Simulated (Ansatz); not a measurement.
# H6KNSi2: up Jacob's ladder to CCSD(T)

How much do the methods differ for H6KNSi2? The plan is to run it at one geometry with functionals of several rungs and with coupled cluster. The yardstick is the atomisation energy at the CCSD(T) limit.

Method: functionals in def2-TZVPP, the program's frozen cores in correlated methods; program: Ansatz 0.2.0, Gaussian basis.

The runs, in order: LDA (SPW92), PBE-D4, revPBE-D4, BLYP-D4, r2SCAN-D4, B97M-V, PBE0-D4, B3LYP-D4, r2SCANh-D4, r2SCAN0-D4, HSE06-D4, BHLYP-D4, CAM-B3LYP-D4, LC-ωPBE, ωB97X-V, ωB97M-V, B2PLYP, PBE-QIDH; CCSD(T)/def2-SVP; CCSD(T)/def2-TZVPP; MP2/def2-QZVPP; extrapolation to the limit; RPA on PBE.

**1. The geometry**

An earlier PBE0-D4 in a triple-zeta def2 set relaxation fixed the geometry.

10 atoms, charge 0, spin multiplicity 1.

Atoms are counted from 1 here; the program's logs count them from 0.

Bond lengths: Si1–N2 1.660 Å, Si1–K4 3.393 Å, Si1–H5 1.525 Å, Si1–H6 1.500 Å, Si1–H7 1.500 Å, N2–Si3 1.660 Å, N2–K4 2.492 Å, Si3–K4 3.394 Å, Si3–H8 1.524 Å, Si3–H9 1.500 Å, Si3–H10 1.500 Å. Angles: N2–Si1–K4 44.3°, N2–Si1–H5 107.4°, N2–Si1–H6 117.2°, N2–Si1–H7 117.2°, K4–Si1–H5 63.1°, K4–Si1–H6 127.1°, K4–Si1–H7 127.2°, H5–Si1–H6 104.0°, H5–Si1–H7 104.0°, H6–Si1–H7 105.5°, Si1–N2–Si3 144.1°, Si1–N2–K4 107.9°, Si3–N2–K4 108.0°, N2–Si3–K4 44.3°, N2–Si3–H8 107.4°, N2–Si3–H9 117.2°, N2–Si3–H10 117.2°, K4–Si3–H8 63.1° and more.

**2. LDA**

This LDA is Slater exchange with PW92 correlation.

in.yaml

```yaml
crystal:
  periodic: [false, false, false]
  atoms:
    - {symbol: Si, position_ang: [-0.156563, 1.388567, -0.778618]}
    - {symbol: N, position_ang: [-0.138076, -0.130836, -0.110952]}
    - {symbol: Si, position_ang: [0.573098, -1.080798, 1.049459]}
    - {symbol: K, position_ang: [-1.861465, -1.502439, -1.277085]}
    - {symbol: H, position_ang: [-1.222737, 1.395027, -1.868296]}
    - {symbol: H, position_ang: [-0.546023, 2.526225, 0.118368]}
    - {symbol: H, position_ang: [1.087156, 1.841607, -1.484524]}
    - {symbol: H, position_ang: [-0.085197, -2.454144, 0.981163]}
    - {symbol: H, position_ang: [2.036588, -1.371379, 0.894075]}
    - {symbol: H, position_ang: [0.396320, -0.663029, 2.479409]}
basis:
  gaussian: {orbitals: def2-TZVPP}
hamiltonian: {xc: lda}
output: {orbitals: {seedname: orbitals}}
```

Further steps of the session: PBE-D4 (GGA); revPBE-D4 (GGA); BLYP-D4 (GGA); r2SCAN-D4 (meta-GGA); B97M-V (meta-GGA); PBE0-D4 (hybrid); B3LYP-D4 (hybrid); r2SCANh-D4 (hybrid); r2SCAN0-D4 (hybrid); HSE06-D4 (hybrid); BHLYP-D4 (hybrid); CAM-B3LYP-D4 (range-separated); LC-ωPBE-D4 (range-separated); ωB97X-V (range-separated); ωB97M-V (range-separated); B2PLYP (double hybrid); PBE-QIDH (double hybrid); CCSD(T) in def2-SVP; CCSD(T) in def2-TZVPP; MP2 in def2-QZVPP; RPA on PBE orbitals.

Q: Predict the results of all the runs planned. Wanted: atomisation energy, CCSD(T)/CBS; farthest beyond LDA; mean size of error, GGA; mean size of error, meta-GGA; mean size of error, hybrid; mean size of error, range-separated; mean size of error, double hybrid; gap, smallest and largest; T1 diagnostic.

As calculated:

| quantity | value |
| --- | --- |
| atomisation energy, CCSD(T)/CBS | 2969.5 kJ/mol |
| functionals within 14.8 kJ/mol (0.5 %) | B97M-V, CAM-B3LYP-D4, ωB97M-V |
| farthest beyond LDA | revPBE-D4 (-95.5 kJ/mol) |
| mean size of error, GGA | 65.0 kJ/mol |
| mean size of error, meta-GGA | 19.5 kJ/mol |
| mean size of error, hybrid | 54.1 kJ/mol |
| mean size of error, range-separated | 19.6 kJ/mol |
| mean size of error, double hybrid | 68.8 kJ/mol |
| gap, smallest and largest | 2.50 eV (BLYP-D4), 8.15 eV (LC-ωPBE) |
| T1 diagnostic | 0.0106 |
| triples share of the correlation energy | 3.1 % |

The LDA atomisation energy is off by 278.3 kJ/mol (9 %): it overbinds. PBE-D4 misses by -53.5 kJ/mol. Double hybrids carry the basis error of their MP2 part in triple zeta, and no dispersion term here, so their miss is partly the set-up's. By mean error the best rung here is meta-GGA (19.5 kJ/mol) and the worst beyond LDA is double hybrid (68.8 kJ/mol). The gap between the best rungs is small, so their order is not settled. Misses under about 14.8 kJ/mol are within the doubt on the reference itself, which lacks core-valence correlation, relativity and higher excitations. Hartree-Fock recovers 72 % of the binding; the rest is correlation. CCSD(T) in def2-SVP is off by -265.1 kJ/mol, which most functionals beat. The gap grows from 2.5 to 8.2 eV across the functionals, mostly with the share of exact exchange. Correlated methods include outer-core shells of K, which these sets cover unevenly.
